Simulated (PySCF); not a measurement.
# CH5BF2SSi: the cost of one run

Programs: PySCF 2.14.0, with density-fitted response routines of our own. Each step states its level of theory. These are calculated values for one molecule in the gas phase, unless marked as measured. Atoms are numbered from 0 throughout.

## 1. The starting structure

11 atoms, charge 0, multiplicity 1; geometry from: PBE0-D3(BJ)/def2-SVP.

Bonds of the start (Å): F0–B1 1.32, B1–F2 1.32, B1–C3 1.56, C3–S4 1.85, S4–Si5 2.16, C3–H6 1.10, C3–H7 1.10, Si5–H8 1.49, Si5–H9 1.49, Si5–H10 1.49.

## 2. Core-electron binding energies: SCAN, X2C

Job settings and geometry (Å):

```
{"job": {"kind": "xps"}, "charge": 0, "multiplicity": 1}
F     -0.934160     1.726523    -0.164025
B     -1.541616     0.576818    -0.414463
F     -2.460264     0.581718    -1.358562
C     -1.131639    -0.715534     0.353726
S      0.340036    -1.330572    -0.579339
Si     1.855908     0.083716     0.009840
H     -0.869485    -0.552234     1.408832
H     -1.878424    -1.517686     0.284475
H      1.724727     0.347801     1.473822
H      1.786041     1.373539    -0.734518
H      3.143295    -0.600503    -0.297471
```

With the program's defaults for keys left out, this is: delta-SCF UKS SCAN, pcX-2 on the ionised atom, pcseg-1 elsewhere, spin-free X2C.

Started as:

```
$ OMP_NUM_THREADS=1 python probes_run.py task.json out
```

This one command runs all jobs of the session in turn.

Q: Estimate the wall time and peak memory of this first job on 1 thread of Arm Neoverse V1, shared host.

About 44 s, with a peak of 0.55 GiB.
